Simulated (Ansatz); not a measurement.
**C4H10ClIn: one species, many methods**

Aim: compute C4H10ClIn with functionals from several rungs and with coupled cluster, and see how far each lands from CCSD(T) at the basis-set limit for the atomisation energy.

The runs use Ansatz 0.2.0, Gaussian basis; functionals in def2-TZVPP, the program's frozen cores in correlated methods.

Levels to be run: LDA (SPW92), PBE-D4, revPBE-D4, BLYP-D4, r2SCAN-D4, B97M-V, PBE0-D4, B3LYP-D4, r2SCANh-D4, r2SCAN0-D4, HSE06-D4, BHLYP-D4, CAM-B3LYP-D4, LC-ωPBE, ωB97X-V, ωB97M-V, B2PLYP, PBE-QIDH; CCSD(T)/def2-SVP; CCSD(T)/def2-TZVPP; MP2/def2-QZVPP; extrapolation to the limit; RPA on PBE.

## Step 1: The geometry

All runs share one geometry, relaxed beforehand with PBE0-D4 in a triple-zeta def2 set. In takes the def2 core potential; no spin-orbit term is included.

SMILES `CCC[CH](Cl)[InH2]`, 16 atoms, charge 0, spin multiplicity 1.

Atoms are counted from 1 here; the program's logs count them from 0.

Bond lengths: C1–C2 1.522 Å, C1–H7 1.097 Å, C1–H8 1.092 Å, C1–H9 1.094 Å, C2–C3 1.527 Å, C2–H10 1.094 Å, C2–H11 1.096 Å, C3–C4 1.510 Å, C3–H12 1.096 Å, C3–H13 1.097 Å, C4–Cl5 1.822 Å, C4–In6 2.176 Å, C4–H14 1.091 Å, In6–H15 1.722 Å, In6–H16 1.721 Å. Angles: C2–C1–H7 112.1°, C2–C1–H8 111.3°, C2–C1–H9 111.4°, H7–C1–H8 105.8°, H7–C1–H9 108.6°, H8–C1–H9 107.4°, C1–C2–C3 114.9°, C1–C2–H10 108.8°, C1–C2–H11 109.5°, C3–C2–H10 107.8°, C3–C2–H11 109.4°, H10–C2–H11 106.0°, C2–C3–C4 112.4°, C2–C3–H12 109.6°, C2–C3–H13 108.8°, C4–C3–H12 109.8°, C4–C3–H13 109.7°, H12–C3–H13 106.4° and more.

## Step 2: LDA

This LDA is Slater exchange with PW92 correlation.

Input file in.yaml:

```yaml
crystal:
  periodic: [false, false, false]
  atoms:
    - {symbol: C, position_ang: [-1.112943, -1.209393, -0.496209]}
    - {symbol: C, position_ang: [0.174269, -1.451668, 0.278157]}
    - {symbol: C, position_ang: [1.205403, -0.330354, 0.179039]}
    - {symbol: C, position_ang: [0.691152, 0.976243, 0.734587]}
    - {symbol: Cl, position_ang: [2.022137, 2.220141, 0.744931]}
    - {symbol: In, position_ang: [-0.749624, 2.104315, -0.442463]}
    - {symbol: H, position_ang: [-1.737994, -0.439631, -0.027342]}
    - {symbol: H, position_ang: [-1.728706, -2.110760, -0.532651]}
    - {symbol: H, position_ang: [-0.907584, -0.910787, -1.528711]}
    - {symbol: H, position_ang: [0.641308, -2.369407, -0.091356]}
    - {symbol: H, position_ang: [-0.062653, -1.636828, 1.331768]}
    - {symbol: H, position_ang: [1.503380, -0.197424, -0.867050]}
    - {symbol: H, position_ang: [2.109197, -0.632373, 0.722311]}
    - {symbol: H, position_ang: [0.406612, 0.870428, 1.782086]}
    - {symbol: H, position_ang: [-0.464010, 2.123990, -2.140261]}
    - {symbol: H, position_ang: [-1.989956, 2.993529, 0.353184]}
basis:
  gaussian: {orbitals: def2-TZVPP}
hamiltonian: {xc: lda}
output: {orbitals: {seedname: orbitals}}
```

Run with:

```sh
ansatz run in.yaml --threads 2 --pin off --events-out ev --progress --plain --max-ram 20480MiB --backend cuda --devices 0, --max-vram 18GiB
```

The runs that follow: PBE-D4 (GGA); revPBE-D4 (GGA); BLYP-D4 (GGA); r2SCAN-D4 (meta-GGA); B97M-V (meta-GGA); B3LYP-D4 (hybrid); r2SCANh-D4 (hybrid); r2SCAN0-D4 (hybrid); HSE06-D4 (hybrid); BHLYP-D4 (hybrid); CAM-B3LYP-D4 (range-separated); LC-ωPBE (range-separated); ωB97X-V (range-separated); ωB97M-V (range-separated); B2PLYP (double hybrid); PBE-QIDH (double hybrid); CCSD(T) in def2-SVP; CCSD(T) in def2-TZVPP; MP2 in def2-QZVPP; RPA on PBE orbitals.

Q: Predict the results of all the runs planned. Wanted: atomisation energy, CCSD(T)/CBS; farthest beyond LDA; mean size of error, GGA; mean size of error, meta-GGA; mean size of error, hybrid; mean size of error, range-separated; mean size of error, double hybrid; gap, smallest and largest; T1 diagnostic.

**Answer**, as computed:

```
                                quantity                                                                                                                                 value
         atomisation energy, CCSD(T)/CBS                                                                                                                       1339.8 kcal/mol
functionals within 13.4 kcal/mol (1.0 %)  revPBE-D4, r2SCAN-D4, B97M-V, PBE0-D4, B3LYP-D4, r2SCANh-D4, r2SCAN0-D4, HSE06-D4, CAM-B3LYP-D4, LC-ωPBE, ωB97X-V, ωB97M-V, PBE-QIDH
                     farthest beyond LDA                                                                                                             BHLYP-D4 (-34.8 kcal/mol)
                 mean size of error, GGA                                                                                                                         15.6 kcal/mol
            mean size of error, meta-GGA                                                                                                                          1.8 kcal/mol
              mean size of error, hybrid                                                                                                                         11.2 kcal/mol
     mean size of error, range-separated                                                                                                                          2.2 kcal/mol
       mean size of error, double hybrid                                                                                                                         13.5 kcal/mol
               gap, smallest and largest                                                                                             3.52 eV (LDA (SPW92)), 10.14 eV (LC-ωPBE)
                           T1 diagnostic                                                                                                                                0.0119
 triples share of the correlation energy                                                                                                                                 3.8 %
```

LDA overbinds by 182.9 kcal/mol (14 %). PBE-D4 misses by +17.3 kcal/mol. Double hybrids carry the basis error of their MP2 part in triple zeta, and no dispersion term here, so their miss is partly the set-up's. The rungs meta-GGA, range-separated, hybrid miss on average by less than the doubt on the reference (13.4 kcal/mol), so they tie. The reference freezes the cores and leaves out spin-orbit coupling and excitations past (T), and its outer-core shells are covered unevenly, so misses under about 13.4 kcal/mol can't be ranked. All levels share the lack of spin-orbit coupling, which lowers the free heavy atoms and so the true binding. Hartree-Fock recovers 74 % of the binding; the rest is correlation. CCSD(T) in def2-SVP is off by -60.5 kcal/mol, more than most functionals: a good method in a small basis is no reference. The gap grows from 3.5 to 10.1 eV across the functionals, mostly with the share of exact exchange. Correlated methods include outer-core shells of In, which these sets cover unevenly.
